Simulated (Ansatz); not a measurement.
# ClGaGeH5N: two torsions

Aim: map the energy of ClGaGeH₅N, SMILES [NH2][GeH2][GaH][Cl] over two coordinates, and find its wells, ridges and stiffness.

The runs use Ansatz 0.2.0; RKS PBE0-D4/def2-SVP.

**1. Starting geometry**

SMILES `[NH2][GeH2][GaH][Cl]`, 9 atoms, charge 0, spin multiplicity 1.

Atoms are counted from 1 here; the program's logs count them from 0.

Bond lengths: N1–Ge2 1.869 Å, N1–H5 1.027 Å, N1–H6 1.028 Å, Ge2–Ga3 2.448 Å, Ge2–H7 1.569 Å, Ge2–H8 1.553 Å, Ga3–Cl4 2.186 Å, Ga3–H9 1.582 Å. Angles: Ge2–N1–H5 112.4°, Ge2–N1–H6 112.3°, H5–N1–H6 106.9°, N1–Ge2–Ga3 105.6°, N1–Ge2–H7 115.6°, N1–Ge2–H8 105.7°, Ga3–Ge2–H7 111.2°, Ga3–Ge2–H8 111.1°, H7–Ge2–H8 107.5°, Ge2–Ga3–Cl4 116.1°, Ge2–Ga3–H9 131.0°, Cl4–Ga3–H9 112.9°.

As a file:

```mol
ClGaGeH5N
  3D, bonds by distance, orders not assigned

  9  8  0  0  0  0  0  0  0  0999 V2000
   -0.8520    1.5848   -0.1209 N   0  0
   -0.2565    0.0374    0.7427 Ge  0  0
    0.8813   -1.2822   -0.9773 Ga  0  0
    1.1450   -3.4075   -0.5404 Cl  0  0
   -0.0765    2.1814   -0.4343 H   0  0
   -1.4498    2.1635    0.4826 H   0  0
    0.6707    0.2692    1.9871 H   0  0
   -1.5380   -0.6830    1.2427 H   0  0
    1.4758   -0.8636   -2.3821 H   0  0
  1  2  8  0
  1  5  8  0
  1  6  8  0
  2  3  8  0
  2  7  8  0
  2  8  8  0
  3  4  8  0
  3  9  8  0
M  END
```

This geometry comes from a loose relaxation at PBE in a small basis, which is not shown.

**2. Geometry optimisation**

File input.yaml:

```yaml
crystal:
  periodic: [false, false, false]
  atoms:
    - { symbol: "N", position_ang: [-0.852035, 1.584764, -0.120944] }
    - { symbol: Ge, position_ang: [-0.256464, 0.037414, 0.742673] }
    - { symbol: Ga, position_ang: [0.881339, -1.282237, -0.97732] }
    - { symbol: Cl, position_ang: [1.145004, -3.407454, -0.540422] }
    - { symbol: H, position_ang: [-0.076523, 2.181369, -0.434306] }
    - { symbol: H, position_ang: [-1.449815, 2.163496, 0.482641] }
    - { symbol: H, position_ang: [0.670709, 0.269218, 1.987111] }
    - { symbol: H, position_ang: [-1.537969, -0.683015, 1.242665] }
    - { symbol: H, position_ang: [1.475765, -0.863554, -2.382097] }
basis:
  gaussian: { orbitals: def2-SVP }
hamiltonian:
  xc: pbe0
  dispersion: d4
output:
  forces: true
relax:
  f_tol: 0.003
  max_steps: 120
```

On the command line:

```
$ ansatz run input.yaml --threads 1 --pin off --max-ram 2560MiB --backend cpu --events-out ev --progress --plain --runs-dir out
```

Log (excerpt; [...] marks lines left out):

```text
Warning: RAYON_NUM_THREADS=1 ignored (pool sized by the plan → 1); use --threads N
[...]
Functional definition: PBE0
[...]
1273 factors; integrals over basis functions are off by at most 2.9e-4 eV
[...]
mean field -122953.37744467 eV, -4518.4532802992 hartree, gradient 2.0e-5 eV, S^2 0.000000; 0 other end points of the search recorded, 0 dependent functions left out
[...]
reference -122953.37747707 eV, -4518.4532814896 hartree; 46, 46 occupied and 75, 75 virtual orbitals, 1273 factors
relax step   1: F+E_penalty+E_count = -122953.55741603 eV  Δ(F+E_penalty+E_count) = +0.000e0 eV  max|allowed force component| = 3.412e-1 eV/Å  Δτ_max = 0.0000 Å  (28 SCF iters, accepted)
[...]
relax step   5: F+E_penalty+E_count = -122953.57445338 eV  Δ(F+E_penalty+E_count) = -1.776e-4 eV  max|allowed force component| = 9.830e-3 eV/Å  Δτ_max = 0.0081 Å  (24 SCF iters, accepted)
[...]
relax step   6: F+E_penalty+E_count = -122953.57446357 eV  Δ(F+E_penalty+E_count) = -1.019e-5 eV  max|allowed force component| = 1.248e-3 eV/Å  Δτ_max = 0.0020 Å  (21 SCF iters, accepted)
1273 factors; integrals over basis functions are off by at most 3.0e-4 eV
[...]
mean field -122953.39341323 eV, -4518.4538671328 hartree, gradient 3.8e-5 eV, S^2 0.000000; 1 other end points of the search recorded, 0 dependent functions left out
[...]
reference -122953.39344544 eV, -4518.4538683165 hartree; 46, 46 occupied and 75, 75 virtual orbitals, 1273 factors
Total energy: -122953.57449579 eV, -4518.4605217940 hartree
Atom 0 at    -0.841915     1.582648    -0.093911 Å, force     0.000580     0.001069     0.000434 eV/Å
Atom 1 at    -0.259686     0.036270     0.732492 Å, force    -0.000825    -0.000972     0.000370 eV/Å
Atom 2 at     0.878485    -1.279403    -0.972502 Å, force     0.000966     0.001248    -0.000945 eV/Å
Atom 3 at     1.136916    -3.387145    -0.533828 Å, force    -0.000434    -0.000307     0.000338 eV/Å
Atom 4 at    -0.092521     2.167493    -0.455465 Å, force     0.000276     0.000381    -0.000099 eV/Å
Atom 5 at    -1.436655     2.164785     0.491719 Å, force     0.000047    -0.000894     0.000082 eV/Å
Atom 6 at     0.663903     0.262256     1.961671 Å, force    -0.000614     0.000790    -0.000789 eV/Å
Atom 7 at    -1.526136    -0.685446     1.230381 Å, force     0.000244    -0.000590     0.000389 eV/Å
Atom 8 at     1.477620    -0.861458    -2.360555 Å, force    -0.000240    -0.000725     0.000220 eV/Å
Dipole moment:    -0.018709     0.623853     0.097603 e Å
```

It took 58 s on 1 thread of Arm Neoverse V2, shared host; peak memory 0.33 GiB.

Relaxation path:

```
step  energy from step 1 (eV)  largest force component (eV/Å)
   1                   0.0000                          0.3412
   2                  -0.0146                          0.1451
   3                  -0.0163                          0.0631
   4                  -0.0169                          0.0224
   5                  -0.0170                          0.0098
   6                  -0.0170                          0.0012
```

Distances of close pairs at the start and the end, largest changes first:

```
   bond  before (Å)  after (Å)  change (Å)
 N1–Ge2       1.869      1.847      -0.022
Ga3–Cl4       2.186      2.168      -0.017
 Ge2–H7       1.569      1.554      -0.015
 Ga3–H9       1.582      1.569      -0.013
Ge2–Ga3       2.448      2.436      -0.012
 Ge2–H8       1.553      1.540      -0.012
  N1–H5       1.027      1.017      -0.010
  N1–H6       1.028      1.018      -0.010
```

**3. The grid**

- dihedral H5–N1–Ge2–Ga3: 12 values from −180 to 150 °, periodic
- dihedral N1–Ge2–Ga3–Cl4: 12 values from −180 to 150 °, periodic

Nothing else is relaxed (all other coordinates rigid). Energies count from the relaxed molecule at the same level. Points are written as (first, second).

Below, 3 of the grid's runs; all are launched alike.

**4. Grid point (−60°, 30°)**

File input.yaml:

```yaml
crystal:
  periodic: [false, false, false]
  atoms:
    - { symbol: "N", position_ang: [-0.841915, 1.582648, -0.093911] }
    - { symbol: Ge, position_ang: [-0.259686, 0.03627, 0.732492] }
    - { symbol: Ga, position_ang: [0.977061, -1.226746, -0.94342] }
    - { symbol: Cl, position_ang: [1.982714, -0.056653, -2.467014] }
    - { symbol: H, position_ang: [-0.092521, 2.167493, -0.455465] }
    - { symbol: H, position_ang: [-1.436655, 2.164785, 0.491719] }
    - { symbol: H, position_ang: [0.607134, 0.262586, 2.002284] }
    - { symbol: H, position_ang: [-1.529066, -0.720783, 1.166322] }
    - { symbol: H, position_ang: [1.173957, -2.772342, -1.124239] }
basis:
  gaussian: { orbitals: def2-SVP }
hamiltonian:
  xc: pbe0
  dispersion: d4
output:
  forces: true
```

On the command line:

```
$ ansatz run input.yaml --threads 1 --pin off --max-ram 2560MiB --backend cpu --events-out ev --progress --plain --runs-dir out
```

Log (excerpt; [...] marks lines left out):

```text
Warning: RAYON_NUM_THREADS=1 ignored (pool sized by the plan → 1); use --threads N
[...]
[... 1 set-up line as earlier in the session ...]
[...]
1197 factors; integrals over basis functions are off by at most 1.4e-3 eV
[...]
mean field -122953.40860291 eV, -4518.4544253434 hartree, gradient 5.0e-5 eV, S^2 0.000000; 0 other end points of the search recorded, 0 dependent functions left out
[...]
reference -122953.40863497 eV, -4518.4544265214 hartree; 46, 46 occupied and 75, 75 virtual orbitals, 1197 factors
Total energy: -122953.59604467 eV, -4518.4613137008 hartree
Atom 0 at    -0.841915     1.582648    -0.093911 Å, force     0.000432    -0.041529     0.047701 eV/Å
Atom 1 at    -0.259686     0.036270     0.732492 Å, force    -0.012688     0.154724    -0.071188 eV/Å
Atom 2 at     0.977061    -1.226746    -0.943420 Å, force    -0.026797    -0.051091     0.012465 eV/Å
Atom 3 at     1.982714    -0.056653    -2.467014 Å, force    -0.001376     0.038958     0.019822 eV/Å
Atom 4 at    -0.092521     2.167493    -0.455465 Å, force     0.037005    -0.048007    -0.041625 eV/Å
Atom 5 at    -1.436655     2.164785     0.491719 Å, force    -0.001577    -0.017473     0.008984 eV/Å
Atom 6 at     0.607134     0.262586     2.002284 Å, force     0.005381    -0.020448     0.013348 eV/Å
Atom 7 at    -1.529066    -0.720783     1.166322 Å, force    -0.018537    -0.019583     0.026163 eV/Å
Atom 8 at     1.173957    -2.772342    -1.124239 Å, force     0.018157     0.004449    -0.015669 eV/Å
Dipole moment:    -0.142797     0.055036     0.426368 e Å
```

It took 7.8 s on 1 thread of Arm Neoverse V2, shared host; peak memory 0.3 GiB.

That is −2.1 kJ/mol from the zero.

**5. The run at (150°, −120°)**

File input.yaml:

```yaml
crystal:
  periodic: [false, false, false]
  atoms:
    - { symbol: "N", position_ang: [-0.841915, 1.582648, -0.093911] }
    - { symbol: Ge, position_ang: [-0.259686, 0.03627, 0.732492] }
    - { symbol: Ga, position_ang: [-1.904563, -0.499663, 2.447307] }
    - { symbol: Cl, position_ang: [-1.166378, -0.573523, 4.484811] }
    - { symbol: H, position_ang: [-0.092521, 2.167493, -0.455465] }
    - { symbol: H, position_ang: [-1.436655, 2.164785, 0.491719] }
    - { symbol: H, position_ang: [-0.045073, -1.171453, -0.22161] }
    - { symbol: H, position_ang: [1.103378, 0.376166, 1.364306] }
    - { symbol: H, position_ang: [-3.437061, -0.814891, 2.335895] }
basis:
  gaussian: { orbitals: def2-SVP }
hamiltonian:
  xc: pbe0
  dispersion: d4
output:
  forces: true
```

On the command line:

```
$ ansatz run input.yaml --threads 1 --pin off --max-ram 2560MiB --backend cpu --events-out ev --progress --plain --runs-dir out
```

Log (excerpt; [...] marks lines left out):

```text
Warning: RAYON_NUM_THREADS=1 ignored (pool sized by the plan → 1); use --threads N
[...]
[... 1 set-up line as earlier in the session ...]
[...]
1196 factors; integrals over basis functions are off by at most 1.4e-3 eV
[...]
mean field -122953.26908108 eV, -4518.4492980105 hartree, gradient 4.8e-5 eV, S^2 0.000000; 0 other end points of the search recorded, 0 dependent functions left out
[...]
reference -122953.26911300 eV, -4518.4492991837 hartree; 46, 46 occupied and 75, 75 virtual orbitals, 1196 factors
Total energy: -122953.45126844 eV, -4518.4559932727 hartree
Atom 0 at    -0.841915     1.582648    -0.093911 Å, force    -0.244277    -0.046910    -0.241128 eV/Å
Atom 1 at    -0.259686     0.036270     0.732492 Å, force     0.190749     0.208809     0.215808 eV/Å
Atom 2 at    -1.904563    -0.499663     2.447307 Å, force    -0.022128    -0.126927     0.023051 eV/Å
Atom 3 at    -1.166378    -0.573523     4.484811 Å, force    -0.016763     0.006912    -0.012350 eV/Å
Atom 4 at    -0.092521     2.167493    -0.455465 Å, force    -0.000557    -0.050679    -0.005325 eV/Å
Atom 5 at    -1.436655     2.164785     0.491719 Å, force     0.050158    -0.068215    -0.079404 eV/Å
Atom 6 at    -0.045073    -1.171453    -0.221610 Å, force    -0.125214     0.276943    -0.074000 eV/Å
Atom 7 at     1.103378     0.376166     1.364306 Å, force     0.174817    -0.226853     0.147362 eV/Å
Atom 8 at    -3.437061    -0.814891     2.335895 Å, force    -0.006783     0.026919     0.025986 eV/Å
Dipole moment:     0.000658     0.219364    -0.305999 e Å
```

Run time: 7.6 s. Hardware: 1 thread of Arm Neoverse V2, shared host; peak memory 0.3 GiB.

On the map this point reads 11.9 kJ/mol.

**6. Grid point (−150°, 90°)**

File input.yaml:

```yaml
crystal:
  periodic: [false, false, false]
  atoms:
    - { symbol: "N", position_ang: [-0.841915, 1.582648, -0.093911] }
    - { symbol: Ge, position_ang: [-0.259686, 0.03627, 0.732492] }
    - { symbol: Ga, position_ang: [-2.007673, -1.62872, 0.407244] }
    - { symbol: Cl, position_ang: [-1.842045, -2.846631, -1.379109] }
    - { symbol: H, position_ang: [-0.092521, 2.167493, -0.455465] }
    - { symbol: H, position_ang: [-1.436655, 2.164785, 0.491719] }
    - { symbol: H, position_ang: [1.109775, -0.496814, 0.227157] }
    - { symbol: H, position_ang: [-0.10042, 0.38282, 2.224873] }
    - { symbol: H, position_ang: [-3.264709, -1.979692, 1.277308] }
basis:
  gaussian: { orbitals: def2-SVP }
hamiltonian:
  xc: pbe0
  dispersion: d4
output:
  forces: true
```

On the command line:

```
$ ansatz run input.yaml --threads 1 --pin off --max-ram 2560MiB --backend cpu --events-out ev --progress --plain --runs-dir out
```

Log (excerpt; [...] marks lines left out):

```text
Warning: RAYON_NUM_THREADS=1 ignored (pool sized by the plan → 1); use --threads N
[...]
[... 1 set-up line as earlier in the session ...]
[...]
1196 factors; integrals over basis functions are off by at most 1.3e-3 eV
[...]
mean field -122953.27494102 eV, -4518.4495133595 hartree, gradient 1.8e-5 eV, S^2 0.000000; 0 other end points of the search recorded, 0 dependent functions left out
[...]
reference -122953.27497307 eV, -4518.4495145372 hartree; 46, 46 occupied and 75, 75 virtual orbitals, 1196 factors
Total energy: -122953.45733431 eV, -4518.4562161892 hartree
Atom 0 at    -0.841915     1.582648    -0.093911 Å, force     0.153119     0.029359    -0.442604 eV/Å
Atom 1 at    -0.259686     0.036270     0.732492 Å, force    -0.019491     0.005142     0.300817 eV/Å
Atom 2 at    -2.007673    -1.628720     0.407244 Å, force    -0.007359    -0.030432    -0.012037 eV/Å
Atom 3 at    -1.842045    -2.846631    -1.379109 Å, force    -0.007294    -0.007105    -0.004683 eV/Å
Atom 4 at    -0.092521     2.167493    -0.455465 Å, force    -0.022717    -0.000925    -0.021555 eV/Å
Atom 5 at    -1.436655     2.164785     0.491719 Å, force     0.054691    -0.115891     0.039133 eV/Å
Atom 6 at     1.109775    -0.496814     0.227157 Å, force    -0.219489     0.307055    -0.132473 eV/Å
Atom 7 at    -0.100420     0.382820     2.224873 Å, force     0.110814    -0.185808     0.292276 eV/Å
Atom 8 at    -3.264709    -1.979692     1.277308 Å, force    -0.042275    -0.001395    -0.018874 eV/Å
Dipole moment:     0.156105     0.482931     0.391862 e Å
```

Wall time 7.8 s (1 thread of Arm Neoverse V2, shared host); peak memory 0.3 GiB.

Energy on the map's scale: 11.3 kJ/mol.

**7. All points together**

144 points were computed. Energies in kJ/mol, from the relaxed molecule at the same level:

```csv
"dihedral N1–Ge2–Ga3–Cl4 (°) ↓, dihedral H5–N1–Ge2–Ga3 (°) →",−180,−150,−120,−90,−60,−30,0,30,60,90,120,150
150,7.9,8.6,7.8,3.8,2.0,5.3,9.3,9.7,8.6,8.9,9.7,8.8
120,9.6,9.6,8.2,4.3,2.9,6.9,11.0,10.7,8.9,9.7,11.6,11.0
90,11.9,11.3,8.7,3.6,1.8,6.3,11.4,11.1,8.6,9.0,11.9,12.8
60,12.9,12.9,9.5,2.7,−0.9,3.1,9.4,10.2,7.1,6.4,9.6,12.2
30,11.6,13.5,11.0,3.6,−2.1,−0.7,5.3,7.9,5.6,3.4,5.2,8.8
0,8.0,11.9,11.8,6.0,0.5,0.1,2.8,5.1,5.0,3.6,2.8,4.3
−30,5.5,9.6,11.0,7.4,4.1,4.7,5.8,5.3,5.5,6.2,5.7,4.1
−60,7.2,9.1,9.6,6.8,5.3,8.1,10.5,8.9,7.3,8.4,9.7,8.2
−90,10.2,10.3,9.1,5.3,4.3,8.6,12.8,11.8,9.2,9.5,11.6,11.5
−120,11.2,10.9,8.5,3.6,2.0,6.6,12.2,12.4,9.6,9.1,11.2,11.9
−150,10.0,10.3,8.0,2.6,0.2,4.2,10.0,11.2,9.1,8.2,9.4,10.1
−180,8.2,9.1,7.7,2.9,0.4,3.7,8.6,9.9,8.6,8.0,8.6,8.4
```

The dipole moment (D) at each point:

```
dihedral N1–Ge2–Ga3–Cl4 (°) ↓, dihedral H5–N1–Ge2–Ga3 (°) →  −180  −150  −120   −90   −60   −30     0    30    60    90   120   150
                                                        150  2.91  3.11  3.20  2.98  2.59  2.33  2.27  2.29  2.41  2.64  2.80  2.83
                                                        120  2.99  3.12  3.13  2.81  2.29  1.88  1.77  1.88  2.20  2.60  2.88  2.95
                                                         90  2.95  3.08  3.06  2.68  2.05  1.50  1.25  1.39  1.84  2.38  2.75  2.88
                                                         60  2.82  3.01  3.01  2.64  2.01  1.40  1.02  0.99  1.42  2.01  2.45  2.66
                                                         30  2.62  2.91  2.99  2.70  2.18  1.68  1.31  1.04  1.13  1.60  2.05  2.35
                                                          0  2.38  2.80  3.00  2.83  2.45  2.11  1.81  1.42  1.11  1.23  1.60  1.97
                                                        −30  2.13  2.70  3.02  2.97  2.74  2.53  2.29  1.87  1.33  1.01  1.17  1.58
                                                        −60  1.99  2.66  3.06  3.11  2.98  2.88  2.72  2.31  1.70  1.15  1.01  1.35
                                                        −90  2.02  2.69  3.13  3.21  3.14  3.10  3.01  2.66  2.10  1.57  1.30  1.46
                                                       −120  2.21  2.80  3.19  3.26  3.18  3.16  3.11  2.83  2.39  1.99  1.77  1.81
                                                       −150  2.47  2.93  3.24  3.23  3.09  3.02  2.98  2.79  2.51  2.30  2.20  2.21
                                                       −180  2.72  3.04  3.24  3.13  2.88  2.73  2.69  2.60  2.51  2.52  2.55  2.57
```

The largest force on an atom (eV/Å) at each point:

| dihedral N1–Ge2–Ga3–Cl4 (°) ↓, dihedral H5–N1–Ge2–Ga3 (°) → | −180 | −150 | −120 | −90 | −60 | −30 | 0 | 30 | 60 | 90 | 120 | 150 |
| --- | --- | --- | --- | --- | --- | --- | --- | --- | --- | --- | --- | --- |
| 150 | 0.49 | 0.50 | 0.30 | 0.12 | 0.12 | 0.12 | 0.33 | 0.48 | 0.44 | 0.33 | 0.29 | 0.36 |
| 120 | 0.48 | 0.48 | 0.30 | 0.17 | 0.14 | 0.12 | 0.31 | 0.45 | 0.43 | 0.35 | 0.31 | 0.35 |
| 90 | 0.48 | 0.47 | 0.29 | 0.18 | 0.12 | 0.12 | 0.29 | 0.44 | 0.43 | 0.35 | 0.30 | 0.34 |
| 60 | 0.47 | 0.47 | 0.28 | 0.10 | 0.08 | 0.15 | 0.28 | 0.46 | 0.42 | 0.33 | 0.28 | 0.35 |
| 30 | 0.48 | 0.50 | 0.30 | 0.12 | 0.17 | 0.23 | 0.31 | 0.51 | 0.49 | 0.34 | 0.27 | 0.37 |
| 0 | 0.50 | 0.53 | 0.33 | 0.16 | 0.24 | 0.27 | 0.36 | 0.54 | 0.54 | 0.34 | 0.31 | 0.40 |
| −30 | 0.51 | 0.53 | 0.34 | 0.15 | 0.19 | 0.19 | 0.37 | 0.52 | 0.52 | 0.34 | 0.29 | 0.39 |
| −60 | 0.52 | 0.53 | 0.34 | 0.12 | 0.09 | 0.15 | 0.36 | 0.50 | 0.47 | 0.33 | 0.28 | 0.36 |
| −90 | 0.54 | 0.53 | 0.34 | 0.19 | 0.11 | 0.18 | 0.35 | 0.49 | 0.45 | 0.34 | 0.29 | 0.36 |
| −120 | 0.54 | 0.54 | 0.35 | 0.19 | 0.11 | 0.19 | 0.35 | 0.50 | 0.45 | 0.33 | 0.28 | 0.36 |
| −150 | 0.53 | 0.54 | 0.33 | 0.13 | 0.04 | 0.15 | 0.36 | 0.51 | 0.47 | 0.32 | 0.27 | 0.34 |
| −180 | 0.51 | 0.53 | 0.32 | 0.11 | 0.06 | 0.13 | 0.35 | 0.51 | 0.47 | 0.32 | 0.27 | 0.36 |

Energy (kJ/mol) at eleven even steps along the easiest path on the interpolated surface, from (−60°, 30°): −2.4, −1.9, −0.8, 0.9, 2.0, 2.7, 2.6, 2.1, 1.1, 0.4, 0.0.

**8. Summary of results**

| quantity | value |
| --- | --- |
| lowest point | (−60°, 30°), −2.1 kJ/mol |
| highest computed point | (−150°, 30°), 15.6 kJ/mol above the lowest |
| dipole moment (D) | 0.99 at (30°, 60°) to 3.26 at (−90°, −120°); 2.18 at the lowest point |
| largest force on an atom (eV/Å) | 0.04 at (−60°, −150°) to 0.54 at (−150°, −150°); 0.17 at the lowest point |
| time for the whole task | 21 min on 1 thread, shared host |

What this shows: The lowest computed point is at (−60°, 30°), −2.1 kJ/mol from the relaxed molecule at the same level. There are further wells near (−60°, −150°) (2.3 kJ/mol above the lowest at that grid point); (120°, 0°) (4.9 kJ/mol above the lowest at that grid point); (−180°, 150°) (10.0 kJ/mol above the lowest at that grid point). The highest computed point, (−150°, 30°), lies 15.6 kJ/mol above the lowest. On the interpolated surface the easiest way out of the lowest well to the well at (−60°, −150°) passes a barrier of about 5.2 kJ/mol. Round the minimum the valley is somewhat tilted: raising dihedral H5–N1–Ge2–Ga3 shifts the best value of dihedral N1–Ge2–Ga3–Cl4 downwards (coupling k₁₂/√(k₁₁k₂₂) about 0.4).
